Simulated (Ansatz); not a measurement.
**Ge2H3 (doublet): wave-function methods side by side at a displaced geometry (v1), cc-pVDZ**

Aim: climb from Hartree-Fock through coupled cluster for Ge2H3 (doublet) at one geometry and basis, and see what each rung misses.

The runs use Ansatz 0.2.0, Gaussian basis; cc-pVDZ, core rule «outside noble gas», up to 28 orbitals frozen.

To be run: UHF; CCSD(T) on ROHF; CCSD(T) on UHF; BCCD(T) on ROHF; CISD; CCSDT(Q) on ROHF; CCSDT(Q) on UHF.

19 further runs of the same task are left out: 6 that didn't finish, 13 set aside as unsound or not needed.

## (1) What is computed

The geometry is a PBE0/def2-TZVP stationary point (not a proven minimum) with its atoms shifted at random (size 0.040 Å). No spin-orbit coupling is included. The filled d shell of Ge may be among the frozen orbitals whatever the setting's name suggests; the logs give the count.

5 atoms, charge 0, spin multiplicity 2.

Atoms are counted from 1 here; the program's logs count them from 0.

Bond lengths: Ge1–Ge2 2.500 Å, Ge1–H3 1.584 Å, Ge1–H4 1.542 Å, Ge1–H5 1.559 Å. Angles: Ge2–Ge1–H3 101.9°, Ge2–Ge1–H4 115.0°, Ge2–Ge1–H5 112.0°, H3–Ge1–H4 109.0°, H3–Ge1–H5 113.5°, H4–Ge1–H5 105.7°.

In the tables R marks a restricted open-shell determinant and U an unrestricted one; energies count from the table's Hartree-Fock row.

## (2) UHF

in.yaml

```yaml
crystal:
  periodic: [false, false, false]
  atoms:
    - {symbol: Ge, position_ang: [-0.000857, 0.007770, 1.214003]}
    - {symbol: Ge, position_ang: [-0.001082, -0.008372, -1.286196]}
    - {symbol: H, position_ang: [1.548496, 0.050925, 1.540895]}
    - {symbol: H, position_ang: [-0.683161, 1.231606, 1.856684]}
    - {symbol: H, position_ang: [-0.725569, -1.239167, 1.805196]}
basis:
  gaussian: {orbitals: cc-pVDZ}
magnetization: {spin_polarized: true, initial_magnetization: 1}
hamiltonian: {xc: hf}
output: {orbitals: {seedname: orbitals}}
```

On the command line:

```sh
> ansatz run in.yaml --threads 1 --pin off --events-out ev --progress --plain --max-ram 2393MiB
```

What it wrote:

```text
Functional definition: HF
  name "HF"
  cite "Fock, Z. Phys. 61, 126 (1930) doi:10.1007/BF01340294"
  parent pbe
  exchange = exact_x
  correlation = 0
784 factors; integrals over basis functions are off by at most 9.6e-4 eV
mean field evaluation 1: about -112990.8466 eV, gradient 7.6e0 eV
mean field evaluation 2: about -112990.8493 eV, gradient 7.6e0 eV
mean field evaluation 4: about -112991.7436 eV, gradient 8.1e-1 eV
mean field evaluation 8: about -112991.7539 eV, gradient 3.3e-2 eV
mean field evaluation 16: about -112991.6604 eV, gradient 1.1e0 eV
mean field evaluation 32: about -112991.6394 eV, gradient 2.6e0 eV
mean field evaluation 64: about -112991.6886 eV, gradient 3.3e-1 eV
mean field evaluation 96: about -112991.7407 eV, gradient 2.4e-1 eV
mean field evaluation 128: about -112991.6956 eV, gradient 6.7e-2 eV
mean field -112991.75494680 eV, -4152.3704057325 hartree, gradient 6.8e-6 eV, S^2 0.792066; 3 other end points of the search recorded, 0 dependent functions left out
reference -112991.75494680 eV, -4152.3704057325 hartree; 34, 33 occupied and 35, 36 virtual orbitals, 784 factors
Total energy: -112991.75494680 eV, -4152.3704057325 hartree
```

It took 9 s on 1 thread of Arm Neoverse V1, shared host.

From the report: ⟨S²⟩ of the determinant 0.792 (pure doublet: 0.75).

## (3) CCSD(T) on ROHF

Changes to in.yaml since step 2:

```diff
@@ -10,4 +10,3 @@
   gaussian: {orbitals: cc-pVDZ}
-magnetization: {spin_polarized: true, initial_magnetization: 1}
-hamiltonian: {xc: hf}
-output: {orbitals: {seedname: orbitals}}
+magnetization: {spin_polarized: false, initial_magnetization: 1}
+correlation: {method: ccsd_t, electrons: outside_noble_gas}
```

Same command.

What it wrote, shortened:

```text
Functional definition: HF
  name "HF"
  cite "Fock, Z. Phys. 61, 126 (1930) doi:10.1007/BF01340294"
  parent pbe
[...]
784 factors; integrals over basis functions are off by at most 9.6e-4 eV
[...]
mean field -112991.66199879 eV, -4152.3669899564 hartree, gradient 3.8e-6 eV, S^2 0.750000; 8 other end points of the search recorded, 0 dependent functions left out
[...]
determinant -112991.66199879 eV, -4152.3669899564 hartree, with singles and doubles -112997.07144789 eV, -4152.5657835440 hartree
determinant -112991.60205970 eV, -4152.3647872354 hartree, with singles and doubles -112997.01196494 eV, -4152.5635975860 hartree
determinant -112989.03310721 eV, -4152.2703799726 hartree, with singles and doubles -112994.54877874 eV, -4152.4730771627 hartree
determinant -112988.88569766 eV, -4152.2649627716 hartree, with singles and doubles -112994.38704029 eV, -4152.4671333842 hartree
determinant -112991.66199879 eV, -4152.3669899564 hartree, with singles and doubles -112997.07133133 eV, -4152.5657792604 hartree
determinant -112991.60205970 eV, -4152.3647872354 hartree, with singles and doubles -112997.01183584 eV, -4152.5635928414 hartree
28 core orbitals not correlated: weight in the atoms' cores, before any rotation towards them, 0.999 or more for the frozen orbitals, at most 0.000 for the correlated occupied ones
reference -112991.66199879 eV, -4152.3669899564 hartree; 6, 5 occupied and 35, 36 virtual orbitals, 784 factors
second order -4.24208061 eV of doubles, -0.05415242 eV of singles
cycle   1  -5.40933096 eV  change    1.6e-6 eV  update   5.0e-6
perturbative correction -0.13645933 eV, -0.0050147880 hartree
Total energy: -112997.20778908 eV, -4152.5707939905 hartree
```

Wall time 24 s (1 thread of Arm Neoverse V1, shared host).

From the report: correlation -5.5458 eV; T1 0.017; largest double amplitude 0.07.

## (4) CCSD(T) on UHF

Changes to in.yaml since step 3:

```diff
@@ -10,3 +10,3 @@
   gaussian: {orbitals: cc-pVDZ}
-magnetization: {spin_polarized: false, initial_magnetization: 1}
+magnetization: {spin_polarized: true, initial_magnetization: 1}
 correlation: {method: ccsd_t, electrons: outside_noble_gas}
```

Launched as before.

What it wrote, shortened:

```text
Functional definition: HF
  name "HF"
  cite "Fock, Z. Phys. 61, 126 (1930) doi:10.1007/BF01340294"
  parent pbe
[...]
784 factors; integrals over basis functions are off by at most 9.6e-4 eV
[...]
mean field -112991.75494680 eV, -4152.3704057325 hartree, gradient 2.0e-6 eV, S^2 0.792066; 15 other end points of the search recorded, 0 dependent functions left out
determinant -112991.75494680 eV, -4152.3704057325 hartree, with singles and doubles -112997.07110083 eV, -4152.5657707899 hartree
determinant -112991.69518047 eV, -4152.3682093604 hartree, with singles and doubles -112997.01722302 eV, -4152.5637908169 hartree
determinant -112990.42369719 eV, -4152.3214832118 hartree, with singles and doubles -112995.44359827 eV, -4152.5059611740 hartree
determinant -112990.32070598 eV, -4152.3176983545 hartree, with singles and doubles -112995.42869802 eV, -4152.5054135997 hartree
[...]
determinant -112989.20220307 eV, -4152.2765941310 hartree, with singles and doubles -112994.55802599 eV, -4152.4734169928 hartree
determinant -112989.05628385 eV, -4152.2712316983 hartree, with singles and doubles -112994.42514876 eV, -4152.4685338448 hartree
determinant -112991.75494680 eV, -4152.3704057325 hartree, with singles and doubles -112997.07576618 eV, -4152.5659422383 hartree
determinant -112991.69518047 eV, -4152.3682093604 hartree, with singles and doubles -112997.01718560 eV, -4152.5637894417 hartree
28 core orbitals not correlated: weight in the atoms' cores, before any rotation towards them, 0.999 or more for the frozen orbitals, at most 0.000 for the correlated occupied ones
reference -112991.75494680 eV, -4152.3704057325 hartree; 6, 5 occupied and 35, 36 virtual orbitals, 784 factors
second order -4.18347890 eV of doubles, -0.00000000 eV of singles
cycle   1  -5.32081722 eV  change    2.2e-6 eV  update   3.0e-6
perturbative correction -0.13452328 eV, -0.0049436395 hartree
Total energy: -112997.21028730 eV, -4152.5708857984 hartree
```

Run time: 35 s. Hardware: 1 thread of Arm Neoverse V1, shared host.

From the report: ⟨S²⟩ of the determinant 0.792 (pure doublet: 0.75); correlation -5.4553 eV; T1 0.026; largest double amplitude 0.07.

## (5) BCCD(T) on ROHF

Changes to in.yaml since step 4:

```diff
@@ -10,3 +10,3 @@
   gaussian: {orbitals: cc-pVDZ}
-magnetization: {spin_polarized: true, initial_magnetization: 1}
-correlation: {method: ccsd_t, electrons: outside_noble_gas}
+magnetization: {spin_polarized: false, initial_magnetization: 1}
+correlation: {method: bccd_t, electrons: outside_noble_gas}
```

Launched as before.

What it wrote, shortened:

```text
Functional definition: HF
  name "HF"
  cite "Fock, Z. Phys. 61, 126 (1930) doi:10.1007/BF01340294"
  parent pbe
[...]
784 factors; integrals over basis functions are off by at most 9.6e-4 eV
[...]
mean field -112991.66199879 eV, -4152.3669899564 hartree, gradient 3.8e-6 eV, S^2 0.750000; 8 other end points of the search recorded, 0 dependent functions left out
[...]
determinant -112991.66199879 eV, -4152.3669899564 hartree, with singles and doubles -112997.07144789 eV, -4152.5657835440 hartree
determinant -112991.60205970 eV, -4152.3647872354 hartree, with singles and doubles -112997.01196494 eV, -4152.5635975860 hartree
determinant -112989.03310721 eV, -4152.2703799726 hartree, with singles and doubles -112994.54877874 eV, -4152.4730771627 hartree
determinant -112988.88569766 eV, -4152.2649627716 hartree, with singles and doubles -112994.38704029 eV, -4152.4671333842 hartree
determinant -112991.66199879 eV, -4152.3669899564 hartree, with singles and doubles -112997.07133133 eV, -4152.5657792604 hartree
determinant -112991.60205970 eV, -4152.3647872354 hartree, with singles and doubles -112997.01183584 eV, -4152.5635928414 hartree
28 core orbitals not correlated: weight in the atoms' cores, before any rotation towards them, 0.999 or more for the frozen orbitals, at most 0.000 for the correlated occupied ones
reference -112991.66199879 eV, -4152.3669899564 hartree; 6, 5 occupied and 35, 36 virtual orbitals, 784 factors
second order -4.24208061 eV of doubles, -0.05415242 eV of singles
cycle   1  -5.40702356 eV  change    2.3e-3 eV  update   3.3e-3
[...]
cycle  10  -5.40572948 eV  change    2.3e-6 eV  update   9.6e-6
perturbative correction -0.14050654 eV, -0.0051635200 hartree
Total energy: -112997.20823481 eV, -4152.5708103705 hartree
```

It took 26 s on 1 thread of Arm Neoverse V1, shared host.

From the report: correlation -5.5462 eV; largest double amplitude 0.07.

## (6) CISD

Changes to in.yaml since step 5:

```diff
@@ -11,2 +11,2 @@
 magnetization: {spin_polarized: false, initial_magnetization: 1}
-correlation: {method: bccd_t, electrons: outside_noble_gas}
+correlation: {active_space: {ras: {orbitals: [5, 1, 35], electrons: 11, max_holes: 2, max_particles: 2}, fixed_orbitals: true}}
```

Same command.

What it wrote:

```text
Functional definition: HF
  name "HF"
  cite "Fock, Z. Phys. 61, 126 (1930) doi:10.1007/BF01340294"
  parent pbe
  exchange = exact_x
  correlation = 0
784 factors; integrals over basis functions are off by at most 9.6e-4 eV
mean field evaluation 1: about -112990.8396 eV, gradient 9.7e0 eV
mean field evaluation 2: about -112990.8422 eV, gradient 9.7e0 eV
mean field evaluation 4: about -112991.6533 eV, gradient 1.1e0 eV
mean field evaluation 8: about -112991.6620 eV, gradient 1.7e-3 eV
mean field evaluation 16: about -112991.6618 eV, gradient 2.1e-2 eV
mean field evaluation 32: about -112991.6535 eV, gradient 5.7e-1 eV
mean field -112991.66199879 eV, -4152.3669899564 hartree, gradient 3.8e-6 eV, S^2 0.750000; 4 other end points of the search recorded, 0 dependent functions left out
reference -112991.66199879 eV, -4152.3669899564 hartree; 34, 33 occupied and 35, 36 virtual orbitals, 784 factors
state -112996.61110788 eV, -4152.5488663606 hartree
Total energy: -112996.61110788 eV, -4152.5488663606 hartree
```

Run time: 7.5 s. Hardware: 1 thread of Arm Neoverse V1, shared host.

From the report: 80,541 determinants.

## (7) CCSDT(Q) on ROHF

Changes to in.yaml since step 6:

```diff
@@ -11,2 +11,2 @@
 magnetization: {spin_polarized: false, initial_magnetization: 1}
-correlation: {active_space: {ras: {orbitals: [5, 1, 35], electrons: 11, max_holes: 2, max_particles: 2}, fixed_orbitals: true}}
+correlation: {method: ccsdt_q, electrons: outside_noble_gas}
```

The command is unchanged.

What it wrote, shortened:

```text
Functional definition: HF
  name "HF"
  cite "Fock, Z. Phys. 61, 126 (1930) doi:10.1007/BF01340294"
  parent pbe
[...]
1377 factors; integrals over basis functions are off by at most 1.9e-7 eV
[...]
mean field -112991.66212931 eV, -4152.3669947528 hartree, gradient 1.9e-6 eV, S^2 0.750000; 8 other end points of the search recorded, 0 dependent functions left out
[...]
determinant -112991.66212931 eV, -4152.3669947528 hartree, with singles and doubles -112997.07157803 eV, -4152.5657883267 hartree
determinant -112991.60219149 eV, -4152.3647920785 hartree, with singles and doubles -112997.01209613 eV, -4152.5636024072 hartree
determinant -112989.03324191 eV, -4152.2703849229 hartree, with singles and doubles -112994.54970174 eV, -4152.4731110823 hartree
determinant -112988.88583279 eV, -4152.2649677376 hartree, with singles and doubles -112994.38861320 eV, -4152.4671911878 hartree
determinant -112991.66212931 eV, -4152.3669947528 hartree, with singles and doubles -112997.07146105 eV, -4152.5657840276 hartree
determinant -112991.60219149 eV, -4152.3647920785 hartree, with singles and doubles -112997.01196696 eV, -4152.5635976602 hartree
28 core orbitals not correlated: weight in the atoms' cores, before any rotation towards them, 0.999 or more for the frozen orbitals, at most 0.000 for the correlated occupied ones
reference -112991.66212931 eV, -4152.3669947528 hartree; 6, 5 occupied and 35, 36 virtual orbitals, 1377 factors
second order -4.24211777 eV of doubles, -0.05415247 eV of singles
cycle   1  -5.08813029 eV  change   -7.9e-1 eV  update   8.2e-2
[...]
cycle  33  -5.57536173 eV  change   -5.9e-8 eV  update   1.2e-6
perturbative correction -0.00603756 eV, -0.0002218763 hartree
Total energy: -112997.24352860 eV, -4152.5721073935 hartree
```

It took 2 min on 1 thread of Arm Neoverse V1, shared host; peak memory 0.61 GiB.

From the report: correlation -5.5814 eV; T1 0.018; largest double amplitude 0.07.

## (8) CCSDT(Q) on UHF

Changes to in.yaml since step 7:

```diff
@@ -10,3 +10,3 @@
   gaussian: {orbitals: cc-pVDZ}
-magnetization: {spin_polarized: false, initial_magnetization: 1}
+magnetization: {spin_polarized: true, initial_magnetization: 1}
 correlation: {method: ccsdt_q, electrons: outside_noble_gas}
```

The command is unchanged.

What it wrote, shortened:

```text
Functional definition: HF
  name "HF"
  cite "Fock, Z. Phys. 61, 126 (1930) doi:10.1007/BF01340294"
  parent pbe
[...]
1377 factors; integrals over basis functions are off by at most 1.9e-7 eV
[...]
mean field -112991.75507761 eV, -4152.3704105400 hartree, gradient 3.1e-6 eV, S^2 0.792069; 16 other end points of the search recorded, 0 dependent functions left out
determinant -112991.75507761 eV, -4152.3704105400 hartree, with singles and doubles -112997.07122963 eV, -4152.5657755231 hartree
determinant -112991.69531249 eV, -4152.3682142122 hartree, with singles and doubles -112997.01735373 eV, -4152.5637956205 hartree
determinant -112990.42383428 eV, -4152.3214882496 hartree, with singles and doubles -112995.44373515 eV, -4152.5059662043 hartree
determinant -112990.32084410 eV, -4152.3177034303 hartree, with singles and doubles -112995.42883236 eV, -4152.5054185368 hartree
[...]
determinant -112989.05641962 eV, -4152.2712366877 hartree, with singles and doubles -112994.42532325 eV, -4152.4685402570 hartree
determinant -112991.75507761 eV, -4152.3704105400 hartree, with singles and doubles -112997.07589620 eV, -4152.5659470164 hartree
determinant -112991.69531249 eV, -4152.3682142122 hartree, with singles and doubles -112997.01731674 eV, -4152.5637942608 hartree
28 core orbitals not correlated: weight in the atoms' cores, before any rotation towards them, 0.999 or more for the frozen orbitals, at most 0.000 for the correlated occupied ones
reference -112991.75507761 eV, -4152.3704105400 hartree; 6, 5 occupied and 35, 36 virtual orbitals, 1377 factors
second order -4.18351384 eV of doubles, -0.00000000 eV of singles
cycle   1  -4.97092863 eV  change   -7.9e-1 eV  update   8.4e-2
[...]
cycle  33  -5.48516771 eV  change   -9.0e-8 eV  update   1.2e-6
perturbative correction -0.00621320 eV, -0.0002283311 hartree
Total energy: -112997.24645853 eV, -4152.5722150664 hartree
```

It took 2.2 min on 1 thread of Arm Neoverse V1, shared host; peak memory 0.52 GiB.

From the report: ⟨S²⟩ of the determinant 0.792 (pure doublet: 0.75); correlation -5.4914 eV; T1 0.028; largest double amplitude 0.07.

## (9) The ladder

The yardstick is UCCSDT(Q), where the cluster series has nearly closed. Rows without a time come out of other runs: HF, MP2 and CCSD of CCSD(T), CCSDT of CCSDT(Q).

Differences are taken before rounding.

```tsv
method	energy from the lowest RHF (kJ/mol)	from UCCSDT(Q) (kJ/mol)	time
RHF	0.0	+538.8	
UHF	-9.0	+529.9	
RMP2	-414.5	+124.3	
UMP2	-412.6	+126.2	
CISD	-477.5	+61.3	7.5 s
RCCSD	-521.9	+16.9	
UCCSD	-522.3	+16.5	
RCCSD(T)	-535.1	+3.7	24 s
UCCSD(T)	-535.3	+3.5	35 s
BCCD(T)	-535.1	+3.7	26 s
RCCSDT	-538.0	+0.9	
UCCSDT	-538.2	+0.6	
RCCSDT(Q)	-538.5	+0.3	2 min
UCCSDT(Q)	-538.8	0	2.2 min
```

Among the levels timed on like hardware and quicker than the yardstick, those that no quicker one beats, quickest first: CISD (7.5 s, +61.3 kJ/mol); RCCSD(T) (24 s, +3.7 kJ/mol); BCCD(T) (26 s, +3.7 kJ/mol); UCCSD(T) (35 s, +3.5 kJ/mol); RCCSDT(Q) (2 min, +0.3 kJ/mol).

## (10) Outcome

```
                         quantity                                                   value
   UCCSDT(Q) below the RHF energy                                              -5.5845 eV
              RMP2 from UCCSDT(Q)                                           +124.3 kJ/mol
              UMP2 from UCCSDT(Q)                                           +126.2 kJ/mol
             RCCSD from UCCSDT(Q)                                            +16.9 kJ/mol
          RCCSD(T) from UCCSDT(Q)                                             +3.7 kJ/mol
          UCCSD(T) from UCCSDT(Q)                                             +3.5 kJ/mol
         RCCSDT(Q) from UCCSDT(Q)                                             +0.3 kJ/mol
levels within 1 kcal/mol (43 meV)  RCCSD(T), UCCSD(T), BCCD(T), RCCSDT, UCCSDT, RCCSDT(Q)
                    T1 diagnostic                                                   0.017
```

**Reading.** RCCSD(T) lands +3.7 kJ/mol from the yardstick (0.7 % of the correlation energy). These misses are within one basis, not against nature; the frozen cores of restricted and unrestricted runs differ, which can shift their rows.

RCCSDT(Q) reaches 0.3 kJ/mol from the reference in 2 min, where UCCSDT(Q) took 2.2 min; the quickest level in the cost chart, CISD, takes 7.5 s and misses by 61.3 kJ/mol.
